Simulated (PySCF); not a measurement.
# WO₂: relaxation and vibrations of the triplet

The task is one start of a wider search on WO₂: the triplet, built as side-on. It is relaxed, tested by its Hessian and followed downhill if it is a saddle.

Program: PySCF 2.14.0. Level of theory: BP86, basis W def2-TZVP with ECP60, O def2-TZVP, scalar-relativistic core potentials, no spin–orbit coupling, density fitting. These are calculated values, not measurements.

### 1 Starting geometry

3 atoms, charge 0, spin multiplicity 3.

Bond lengths: W1–O2 2.040 Å, W1–O3 2.040 Å, O2–O3 1.400 Å. Angles: O2–W1–O3 40.1°, W1–O2–O3 69.9°, W1–O3–O2 69.9°.

```xyz
3
charge 0 multiplicity 3
W     0.0000    0.0000   -0.2839
O     0.7000    0.0000    1.6323
O    -0.7000    0.0000    1.6323
```

### 2 Relaxing the triplet from the side-on start

One driver script runs all steps and calls PySCF; scf.py shows how it sets up the SCF of each step. The optimiser is the driver's own. Before each start the driver seeks the lowest SCF state from one or more starting densities and follows internal instabilities, so scf.py alone need not reach the same state.

The program finds C2v symmetry in the start, which this walk keeps.

scf.py

```python
from pyscf import gto, scf, dft
mol = gto.M(atom='''
W      0.000000     0.000000    -0.283861
O      0.700000    -0.000000     1.632281
O     -0.700000     0.000000     1.632281''',
    basis={'W': 'def2-TZVP', 'O': 'def2-TZVP'},
    ecp={'W': 'def2-TZVP'},
    charge=0, spin=2)
mf = dft.UKS(mol, xc='B88,P86')
mf.grids.atom_grid = (50, 194)
aux = {'W': 'def2-universal-JKFIT', 'O': 'def2-universal-JKFIT'}
mf = mf.density_fit(auxbasis=aux)
mf.kernel()
```

After this run come: Is it a minimum? Harmonic modes.

What does the calculation give? Wanted: minimum; geometry; wavenumbers; dipole moment; highest occupied, lowest empty level; polar-tensor charge of W1; zero-point energy; atomisation energy; ⟨S²⟩.

The runs gave:

```
                                          quantity                                                         value
                                           minimum                                                  triplet, C2v
                                          geometry  O–O 1.438 Å, W–O 1.905 Å (×2); O–O–W 67.8° (×2), O–W–O 44.4°
                                wavenumbers (cm⁻¹)                                                 319, 598, 929
                                     dipole moment                                                        2.50 D
highest occupied, lowest empty level (either spin)                                               -4.99, -4.44 eV
                         polar-tensor charge of W1                                                       +0.64 e
                                 zero-point energy                                                   11.0 kJ/mol
                               entropy at 298.15 K                                               285.0 J/(mol K)
         atomisation energy (no zero-point energy)                                                    925 kJ/mol
                                              ⟨S²⟩                                                         2.241
```

**Reading.** The side-on start keeps its C2v symmetry and ends in a minimum. In the infrared the band at 929 cm⁻¹ leads. Most of the spin sits on W1 (Mulliken spin 2.10, against 2 for the whole molecule). Only this shape and spin were tried, so other structures or states may lie lower. The determinant is spin-contaminated (⟨S²⟩ = 2.24, pure value 2.00). The SCF density has lower symmetry than the nuclear frame. One determinant may miss the lowest occupation of an open d or f shell. Spin–orbit coupling, left out here, can matter for elements this heavy.
